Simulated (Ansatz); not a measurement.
**N (+3): energies up the ladder**

The task, for N (+3): energies up the ladder. Charge +3.

Program: Ansatz 0.2.0. Level of theory: the levels named in each step. These are calculated values, not measurements.

## (1) Starting point

Structure file:

```xyz
1

N     0.0000    0.0000    0.0000
```

## (2) Single point, PBE0/def2-TZVPP

Contents of input.yaml:

```yaml
crystal:
  periodic: [false, false, false]
  atoms:
    - { symbol: "N", position_ang: [0.0, 0.0, 0.0] }
total_charge: 3
basis:
  gaussian: { orbitals: def2-TZVPP }
hamiltonian:
  xc: pbe0
```

Command:

```console
> ansatz run input.yaml --threads 1 --pin off --max-ram 2560MiB --backend cpu --events-out ev --progress --plain --runs-dir out
```

The runs that follow: Single point, PBE/def2-TZVPP; Single point, r2SCAN/def2-TZVPP; Single point, B3LYP/def2-TZVPP; Single point, wB97M-V/def2-TZVPP; Single point, B2PLYP/def2-TZVPP; Single point, LDA/def2-TZVPP; Single point, PBE0/def2-SVP; Single point, PBE/def2-SVP; Single point, CCSD(T)/def2-TZVPP; Single point, CCSD(T)/def2-QZVPP.

Before running it: what results should come out? Wanted: energy at CCSD(T)/CBS.

**Answer**, as computed:

| quantity | value |
| --- | --- |
| energy at CCSD(T)/CBS | -1392.419 eV |

What this shows: These totals serve in differences with atoms or fragments at the same level; alone they don't rank the methods.
